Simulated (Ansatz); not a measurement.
# Ag: the cost of one run

Computed with Ansatz 0.2.0 (DFT r2SCAN, scalar-relativistic, plane waves, PAW, unless a step's input says otherwise).

1 further run of the same task is left out (set aside as unsound or not needed).

### 1 Starting point

It takes space group F-43m (No. 216, cubic). Conventional cell: a = 5.665 Å, b = 5.665 Å, c = 5.665 Å, α = 90.00°, β = 90.00°, γ = 90.00°. Around Zn (site symmetry -43m) lie 4 Se at 2.45 Å. Se (site symmetry -43m) is surrounded by 4 Zn at 2.45 Å.

Structure file:

```
Zn Se
1.0
     0.00000    2.83244    2.83244
     2.83244    0.00000    2.83244
     2.83244    2.83244    0.00000
Zn Se
1 1
Direct
  0.00000 0.00000 0.00000
  0.25000 0.25000 0.25000
```

It goes back to an entry of the Materials Project.

This cell was relaxed beforehand with the same method: volume 22.72 Å³/atom, gap on the mesh 1.87 eV.

### 2 The film's bulk on the base's lattice

The (100) plane of Ag is fitted to the (100) plane of ZnSe, a strain of -2.4 % along x and -2.4 % along y; the third vector and the atoms relax.

Input file input.yaml:

```yaml
crystal:
  lattice:
    - [4.0056786547, 0.0, 0.0]
    - [0.0, 4.0056786547, 0.0]
    - [-2.0028393274, 0.0, 2.1129918003]
  atoms:
    - { symbol: Ag, position: [0.0, 0.0, 0.0] }
    - { symbol: Ag, position: [0.5, 0.5, 0.0] }
basis:
  ecutwfc: 500
kpoints:
  mp_grid: { grid: [9, 9, 16] }
hamiltonian:
  xc: r2scan
scf:
  occupations: { method: gaussian, width: 0.1 }
output:
  forces: true
  stress: true
  eigenvalues: true
relax:
  adjacent_minimum: "off"
  f_tol: 0.01
  max_steps: 50
  cell: { fix: [a, b, gamma], stress_tol: 0.1 }
```

On the command line:

```console
$ ansatz run input.yaml --threads 8 --pin off --max-ram 20480MiB --backend cpu --events-out ev --progress --plain --runs-dir out
```

**Question.** How long does this run take on 8 threads of Intel Xeon at 2.70GHz, shared host, and how much memory does it need?

About 18 s, with a peak of 0.75 GiB.
